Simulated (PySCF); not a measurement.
# C3HBrO: excited states, first hyperpolarisability

Aim: compute the excited states, first hyperpolarisability of C3HBrO (`O=c1cc1Br`).

Computed with PySCF 2.14.0 and routines of our own; the level stands in each step. Atoms count from 0.

## Step 1: The starting structure

6 atoms, charge 0, multiplicity 1; geometry from: GFN2-xTB.

## Step 2: Relaxing the molecule at PBE0-D3(BJ)/def2-TZVP

What the job is given:

```
{"job": {"xc": "PBE0", "basis": "def2-TZVP", "d3": "d3bj", "grid": 2, "kind": "geom"}, "charge": 0, "multiplicity": 1}
O     -1.217984     1.643200     0.559074
C     -0.594642     0.686291     0.247773
C     -0.457658    -0.701322    -0.081630
C      0.659847     0.059089    -0.091566
Br     2.482850    -0.010639    -0.396203
H     -0.869290    -1.674628    -0.232724
```

Run with:

```console
OMP_NUM_THREADS=1 python excited_run.py task.json out
```

This one command runs all jobs of the session in turn.

Log:

```text
step   0  E = -2763.77058235  max force = 0.018885
step   1  E = -2763.77059025  max force = 0.006047
step   2  E = -2763.77094745  max force = 0.004929
step   3  E = -2763.77122644  max force = 0.001499
step   4  E = -2763.77124120  max force = 0.000979
step   5  E = -2763.77125183  max force = 0.000314
optimisation converged
```

Wall time 1.8 min (1 thread of Intel Xeon Platinum 8259CL at 2.50GHz, shared host); peak memory 0.72 GiB.

Along the way:

| step | energy from step 0 (eV) | largest force component (eV/Å) |
| --- | --- | --- |
| 0 | 0.0000 | 0.9711 |
| 1 | -0.0002 | 0.3109 |
| 2 | -0.0099 | 0.2535 |
| 3 | -0.0175 | 0.0771 |
| 4 | -0.0179 | 0.0503 |
| 5 | -0.0182 | 0.0161 |

Close pairs (by a distance rule), those that changed most:

| bond | before (Å) | after (Å) | change (Å) |
| --- | --- | --- | --- |
| C2–C3 | 1.352 | 1.336 | -0.016 |
| C2–H5 | 1.068 | 1.082 | +0.014 |
| C1–C3 | 1.443 | 1.431 | -0.012 |
| O0–C1 | 1.184 | 1.191 | +0.007 |
| C3–Br4 | 1.850 | 1.845 | -0.004 |
| C1–C2 | 1.433 | 1.433 | +0.001 |

The next job starts from the end point, and lists it.

| at the end point | value |
| --- | --- |
| point group (found at 0.08 Å tolerance) | Cs |
| rotational constants (GHz, main isotopes) | 13.255, 1.533, 1.374 |
| dipole moment (D) | 3.57 |

## Step 3: Excited states: TDA wB97X-D/def2-TZVPD

What the job is given:

```
{"job": {"kind": "states", "xc": "wB97X-D", "basis": "def2-TZVPD", "tda": true, "soc": true, "nstates": 6, "ntriplets": 5, "nquad": 4}, "charge": 0, "multiplicity": 1}
O     -1.102476     1.801610     0.232167
C     -0.520854     0.774083     0.079442
C     -0.438107    -0.564259    -0.426814
C      0.612989    -0.083399     0.242444
Br     2.306224    -0.516364     0.834748
H     -0.856291    -1.410220    -0.956106
```

Method: TDA wB97X-D/def2-TZVPD excited states, vertical, gas phase, spin-orbit mean-field couplings.

Log:

```text
coarse grid: 30528 points
cycle   1  E = -2764.1064150021  dE =  1.895e-01  |g| = 8.963e-01  |ddm| = 3.287e+00
cycle   2  E = -2763.8215582337  dE =  2.849e-01  |g| = 1.552e+00  |ddm| = 2.332e+00
cycle   3  E = -2764.2670004400  dE = -4.454e-01  |g| = 8.432e-02  |ddm| = 1.144e+00
cycle   4  E = -2764.2680406324  dE = -1.040e-03  |g| = 3.420e-02  |ddm| = 1.962e-01
cycle   5  E = -2764.2682414073  dE = -2.008e-04  |g| = 7.651e-03  |ddm| = 9.343e-02
cycle   6  E = -2764.2682708805  dE = -2.947e-05  |g| = 3.010e-03  |ddm| = 2.682e-02
cycle   7  E = -2764.2682764281  dE = -5.548e-06  |g| = 1.115e-03  |ddm| = 1.172e-02
final grid: 63280 points
cycle   8  E = -2764.2680186217  dE = -2.214e-06  |g| = 1.323e-03  |ddm| = 1.882e-02
cycle   9  E = -2764.2680186743  dE = -5.266e-08  |g| = 1.331e-03  |ddm| = 3.106e-03
cycle  10  E = -2764.2680190881  dE = -4.137e-07  |g| = 2.795e-04  |ddm| = 1.557e-03
cycle  11  E = -2764.2680191090  dE = -2.098e-08  |g| = 1.068e-04  |ddm| = 5.543e-04
cycle  12  E = -2764.2680191153  dE = -6.309e-09  |g| = 5.890e-05  |ddm| = 4.140e-04
cycle  13  E = -2764.2680191166  dE = -1.242e-09  |g| = 1.630e-05  |ddm| = 1.493e-04
cycle  14  E = -2764.2680191167  dE = -1.587e-10  |g| = 7.237e-06  |ddm| = 7.186e-05
converged SCF energy = -2764.2680191167

Singlet excitations
state   eV       nm        f     d(h-e)  d(exc)  Lambda  PR(NTO)  |dmu|/D   mu/D   main configurations
  1   4.6591   266.1   0.00024   1.187   2.704   0.421   1.013    2.670    1.044   H->L 0.97
  2   5.8075   213.5   0.00010   0.330   2.280   0.457   1.030    0.752    2.959   H->L+6 0.92
  3   5.8897   210.5   0.01857   1.410   3.266   0.465   1.597    4.011    2.881   H->L+1 0.57, H-1->L 0.21, H->L+3 0.09
  4   6.4542   192.1   0.00014   0.732   2.896   0.414   1.037    2.696    3.063   H-1->L+1 0.74, H-1->L+3 0.09
  5   6.5383   189.6   0.00062   1.309   2.780   0.345   1.044                     H-2->L 0.93
  6   6.6085   187.6   0.11228   0.429   2.838   0.535   2.423                     H-1->L 0.49, H-2->L+1 0.25

Triplet excitations (Tamm-Dancoff)
state   eV     d(h-e)  d(exc)  Lambda  PR(NTO)   main configurations
  1   4.2156   1.147   2.630   0.420   1.007   H->L 0.96
  2   4.7840   0.477   2.436   0.642   1.031   H-1->L 0.88
  3   5.2997   1.393   3.127   0.407   1.033   H->L+1 0.64, H->L+3 0.11, H-2->L+1 0.10
  4   5.4378   0.350   2.249   0.456   1.024   H->L+6 0.91
  5   5.8829   0.381   2.669   0.408   1.041   H-1->L+1 0.65, H-3->L+1 0.09, H-1->L+3 0.09
S1 - T1 = 0.4435 eV

Spin-orbit couplings |<S|Hso|T>| (cm-1)
             T1       T2       T3       T4       T5
S0      126.058   26.957  560.534   36.100  869.143
S1        4.281  169.927  166.921   13.460   30.979
S2       29.708   47.602   68.606    7.535   19.631
S3      253.038    2.601   33.009  114.367  450.353
S4       22.649  143.576  574.414   17.134   14.579
S5      327.761  433.172   24.476   36.509   31.587
S6      158.038   19.823  169.544    7.575  602.233
T1 sublevels (cm-1): 0.000 6.869 8.986   radiative rates (1/s): 5.98 926 8.85e+03
```

It took 48 s on 1 thread of Intel Xeon Platinum 8259CL at 2.50GHz, shared host; peak memory 0.8 GiB.

From this job:

| quantity | value |
| --- | --- |
| S1 less T1 | 0.44 eV |

## Step 4: Excited states: TDDFT CAM-B3LYP/aug-cc-pVTZ

What the job is given:

```
{"job": {"kind": "states", "xc": "CAM-B3LYP", "basis": "aug-cc-pVTZ", "tpa": true, "nstates": 8, "nquad": 6, "ntriplets": 0}, "charge": 0, "multiplicity": 1}
O     -1.102476     1.801610     0.232167
C     -0.520854     0.774083     0.079442
C     -0.438107    -0.564259    -0.426814
C      0.612989    -0.083399     0.242444
Br     2.306224    -0.516364     0.834748
H     -0.856291    -1.410220    -0.956106
```

With the program's defaults for keys left out, this is: TDDFT CAM-B3LYP/aug-cc-pVTZ excited states, vertical, gas phase, two-photon moments by quadratic response.

Log:

```text
coarse grid: 30528 points
cycle   1  E = -2764.2036033470  dE =  1.779e-01  |g| = 8.745e-01  |ddm| = 6.711e+00
cycle   2  E = -2763.8199979045  dE =  3.836e-01  |g| = 1.686e+00  |ddm| = 2.731e+00
cycle   3  E = -2764.3543822947  dE = -5.344e-01  |g| = 7.686e-02  |ddm| = 1.806e+00
cycle   4  E = -2764.3554355938  dE = -1.053e-03  |g| = 2.900e-02  |ddm| = 1.829e-01
cycle   5  E = -2764.3555889409  dE = -1.533e-04  |g| = 1.045e-02  |ddm| = 6.035e-02
cycle   6  E = -2764.3556162058  dE = -2.726e-05  |g| = 4.692e-03  |ddm| = 2.116e-02
cycle   7  E = -2764.3556240988  dE = -7.893e-06  |g| = 1.356e-03  |ddm| = 1.110e-02
final grid: 63280 points
cycle   8  E = -2764.3556231904  dE = -4.368e-07  |g| = 1.456e-03  |ddm| = 5.147e-03
cycle   9  E = -2764.3556229268  dE =  2.636e-07  |g| = 1.919e-03  |ddm| = 4.429e-03
cycle  10  E = -2764.3556237031  dE = -7.763e-07  |g| = 1.899e-04  |ddm| = 2.476e-03
cycle  11  E = -2764.3556237132  dE = -1.007e-08  |g| = 7.732e-05  |ddm| = 3.173e-04
cycle  12  E = -2764.3556237170  dE = -3.799e-09  |g| = 5.484e-05  |ddm| = 3.456e-04
cycle  13  E = -2764.3556237176  dE = -6.230e-10  |g| = 9.143e-06  |ddm| = 8.611e-05
converged SCF energy = -2764.3556237176

Singlet excitations
state   eV       nm        f     d(h-e)  d(exc)  Lambda  PR(NTO)  |dmu|/D   mu/D   delta(TPA)   sigma/GM   main configurations
  1   4.6410   267.1   0.00002   1.181   2.746   0.414   1.016    2.701    1.075        0.19      0.002   H->L 0.96
  2   5.7490   215.7   0.00026   0.354   2.327   0.335   1.035    0.859    2.913        2.27      0.027   H->L+6 0.52, H->L+5 0.26, H->L+12 0.11
  3   5.7931   214.0   0.01966   1.455   3.359   0.416   1.547    4.177    3.055      262.25      3.224   H->L+1 0.49, H-1->L 0.19, H->L+2 0.15
  4   6.3219   196.1   0.00040   0.793   2.965   0.375   1.037    2.801    3.129        2.90      0.042   H-1->L+1 0.57, H-1->L+2 0.23
  5   6.3702   194.6   0.06945   0.685   3.361   0.480   2.456    1.832    2.563       24.54      0.365   H-1->L 0.46, H->L+1 0.23, H->L+2 0.09
  6   6.5225   190.1   0.00076   1.334   2.835   0.332   1.050    3.715    5.667        1.00      0.016   H-2->L 0.91
  7   6.5513   189.3   0.05904   0.689   3.476   0.376   2.284                                            H->L+2 0.32, H-2->L+1 0.16, H-1->L 0.14
  8   7.0747   175.3   0.18068   1.398   3.618   0.400   1.930                                            H-2->L+1 0.30, H->L+2 0.27, H-2->L+2 0.15
```

Run time: 83 s. Hardware: 1 thread of Intel Xeon Platinum 8259CL at 2.50GHz, shared host; peak memory 1 GiB.

## Step 5: First hyperpolarisability: quadratic response CAM-B3LYP/aug-cc-pVTZ

What the job is given:

```
{"job": {"kind": "beta", "xc": "CAM-B3LYP", "basis": "aug-cc-pVTZ"}, "charge": 0, "multiplicity": 1}
O     -1.102476     1.801610     0.232167
C     -0.520854     0.774083     0.079442
C     -0.438107    -0.564259    -0.426814
C      0.612989    -0.083399     0.242444
Br     2.306224    -0.516364     0.834748
H     -0.856291    -1.410220    -0.956106
```

Method: quadratic response CAM-B3LYP/aug-cc-pVTZ first hyperpolarisability, Taylor convention, gas phase.

Log:

```text
coarse grid: 30528 points
cycle   1  E = -2764.2036033470  dE =  1.779e-01  |g| = 8.745e-01  |ddm| = 6.711e+00
cycle   2  E = -2763.8199979045  dE =  3.836e-01  |g| = 1.686e+00  |ddm| = 2.731e+00
cycle   3  E = -2764.3543822947  dE = -5.344e-01  |g| = 7.686e-02  |ddm| = 1.806e+00
cycle   4  E = -2764.3554355938  dE = -1.053e-03  |g| = 2.900e-02  |ddm| = 1.829e-01
cycle   5  E = -2764.3555889409  dE = -1.533e-04  |g| = 1.045e-02  |ddm| = 6.035e-02
cycle   6  E = -2764.3556162058  dE = -2.726e-05  |g| = 4.692e-03  |ddm| = 2.116e-02
cycle   7  E = -2764.3556240988  dE = -7.893e-06  |g| = 1.356e-03  |ddm| = 1.110e-02
final grid: 63280 points
cycle   8  E = -2764.3556231904  dE = -4.368e-07  |g| = 1.456e-03  |ddm| = 5.147e-03
cycle   9  E = -2764.3556229268  dE =  2.636e-07  |g| = 1.919e-03  |ddm| = 4.429e-03
cycle  10  E = -2764.3556237031  dE = -7.763e-07  |g| = 1.899e-04  |ddm| = 2.476e-03
cycle  11  E = -2764.3556237132  dE = -1.007e-08  |g| = 7.732e-05  |ddm| = 3.173e-04
cycle  12  E = -2764.3556237170  dE = -3.799e-09  |g| = 5.484e-05  |ddm| = 3.456e-04
cycle  13  E = -2764.3556237176  dE = -6.230e-10  |g| = 9.143e-06  |ddm| = 8.611e-05
converged SCF energy = -2764.3556237176

Lowest singlets (eV, f): 4.6410 0.0000  5.7490 0.0003  5.7931 0.0197

First hyperpolarisability (au)
process     nm      |vector|   parallel      HRS      DR
static         -      348.40     -176.3     135.88   6.297
shg       1907.0      365.57    -184.97     142.69    6.29
eope      1907.0      353.97    -179.11          -       -
shg       1064.0      409.24     -207.0     160.05    6.27
eope      1064.0      366.84    -185.61          -       -
```

Wall time 48 s (1 thread of Intel Xeon Platinum 8259CL at 2.50GHz, shared host); peak memory 1 GiB.

## Step 6: Excited states: TDA wB97X-D/def2-TZVPD in dimethylsulfoxide

What the job is given:

```
{"job": {"kind": "states", "xc": "wB97X-D", "basis": "def2-TZVPD", "tda": true, "soc": true, "nstates": 6, "ntriplets": 5, "nquad": 4, "solvent": "dimethylsulfoxide"}, "charge": 0, "multiplicity": 1}
O     -1.102476     1.801610     0.232167
C     -0.520854     0.774083     0.079442
C     -0.438107    -0.564259    -0.426814
C      0.612989    -0.083399     0.242444
Br     2.306224    -0.516364     0.834748
H     -0.856291    -1.410220    -0.956106
```

Level: TDA wB97X-D/def2-TZVPD excited states, vertical, IEF-PCM dimethylsulfoxide (non-equilibrium response), spin-orbit mean-field couplings.

Log:

```text
coarse grid: 30528 points
cycle   1  E = -2764.1362681584  dE =  1.597e-01  |g| = 8.592e-01  |ddm| = 3.277e+00
cycle   2  E = -2763.9762668620  dE =  1.600e-01  |g| = 1.302e+00  |ddm| = 1.773e+00
cycle   3  E = -2764.2775379349  dE = -3.013e-01  |g| = 7.662e-02  |ddm| = 8.317e-01
cycle   4  E = -2764.2783939252  dE = -8.560e-04  |g| = 3.004e-02  |ddm| = 2.056e-01
cycle   5  E = -2764.2785563236  dE = -1.624e-04  |g| = 6.741e-03  |ddm| = 7.472e-02
cycle   6  E = -2764.2785790262  dE = -2.270e-05  |g| = 2.625e-03  |ddm| = 2.687e-02
cycle   7  E = -2764.2785831354  dE = -4.109e-06  |g| = 1.247e-03  |ddm| = 1.146e-02
final grid: 63280 points
cycle   8  E = -2764.2783290602  dE = -1.983e-06  |g| = 1.531e-03  |ddm| = 1.832e-02
cycle   9  E = -2764.2783290713  dE = -1.112e-08  |g| = 1.608e-03  |ddm| = 3.580e-03
cycle  10  E = -2764.2783296039  dE = -5.326e-07  |g| = 1.941e-04  |ddm| = 1.303e-03
cycle  11  E = -2764.2783296152  dE = -1.137e-08  |g| = 8.949e-05  |ddm| = 5.697e-04
cycle  12  E = -2764.2783296191  dE = -3.886e-09  |g| = 4.815e-05  |ddm| = 3.470e-04
cycle  13  E = -2764.2783296199  dE = -8.090e-10  |g| = 1.004e-05  |ddm| = 1.128e-04
converged SCF energy = -2764.2783296199

Singlet excitations
state   eV       nm        f     d(h-e)  d(exc)  Lambda  PR(NTO)  |dmu|/D   mu/D   main configurations
  1   5.0088   247.5   0.00025   1.076   2.667   0.428   1.013    2.816    2.128   H->L 0.97
  2   5.9238   209.3   0.00006   0.265   2.278   0.452   1.029    0.700    4.267   H->L+6 0.90
  3   6.1229   202.5   0.01845   1.183   3.174   0.458   1.534    3.993    3.660   H->L+1 0.55, H-1->L 0.19, H->L+3 0.12
  4   6.5423   189.5   0.00021   0.616   2.825   0.414   1.024    2.645    4.150   H-1->L+1 0.72, H-1->L+3 0.15
  5   6.6545   186.3   0.00315   1.262   2.761   0.353   1.039                     H-2->L 0.92
  6   6.6780   185.7   0.14770   0.411   2.841   0.533   2.326                     H-1->L 0.53, H-2->L+1 0.18, H->L+2 0.10

Triplet excitations (Tamm-Dancoff)
state   eV     d(h-e)  d(exc)  Lambda  PR(NTO)   main configurations
  1   4.5705   1.060   2.595   0.427   1.009   H->L 0.95
  2   4.9864   0.430   2.416   0.640   1.025   H-1->L 0.87
  3   5.5153   1.026   2.949   0.409   1.032   H->L+1 0.56, H->L+3 0.16, H-2->L+1 0.13
  4   5.5794   0.279   2.253   0.450   1.027   H->L+6 0.89
  5   5.9582   0.286   2.608   0.408   1.040   H-1->L+1 0.61, H-1->L+3 0.18
S1 - T1 = 0.4382 eV

Spin-orbit couplings |<S|Hso|T>| (cm-1)
             T1       T2       T3       T4       T5
S0      130.447   24.355  677.708   45.415  904.853
S1        7.820  196.093  163.008   14.932   30.071
S2       28.840   48.805   63.566    6.592    9.544
S3      262.449    2.519   45.885  119.532  524.417
S4        7.850  150.271  669.338   38.091   17.297
S5      336.426  447.499   56.816   32.503   83.428
S6      206.727   59.710  148.362   15.012  560.677
T1 sublevels (cm-1): 0.000 8.517 12.880   radiative rates (1/s): 5.37 805 1.28e+04
```

Wall time 37 s (1 thread of Intel Xeon Platinum 8259CL at 2.50GHz, shared host); peak memory 0.81 GiB.

From this job:

| quantity | value |
| --- | --- |
| S1 less T1 | 0.44 eV |

## Step 7: Summary of results

| quantity | value |
| --- | --- |
| point group | Cs |
| rotational constants (main isotopes) | 13.25, 1.53, 1.37 GHz |
| S1 less T1 (step 3, TDA wB97X-D/def2-TZVPD) | 0.44 eV |
| β vector (step 5, quadratic response CAM-B3LYP/aug-cc-pVTZ) | static 348, SHG 1907.0 nm 366, SHG 1064.0 nm 409 au |
| S1 less T1 (step 6, TDA wB97X-D/def2-TZVPD in dimethylsulfoxide) | 0.44 eV |

What this shows: The optimisation took 5 steps and gained 0.018 eV; among the close pairs (by a distance rule), C2–C3 changed most, from 1.352 to 1.336 Å. Scalar relativity is left out for the heavy atoms. In step 3, the number of triplets below S1 is 1, and the largest singlet-triplet spin-orbit coupling is S0–T5, 869.14 cm⁻¹. Steps that list no spin-orbit terms leave them out, which matters at and beside the heavy atoms. β grows from 348 au (static) to 409 au for doubling at 1064.0 nm: normal dispersion, which grows as twice the photon energy moves toward the bright states. In step 6, the number of triplets below S1 is 2, and the largest singlet-triplet spin-orbit coupling is S0–T5, 904.85 cm⁻¹.
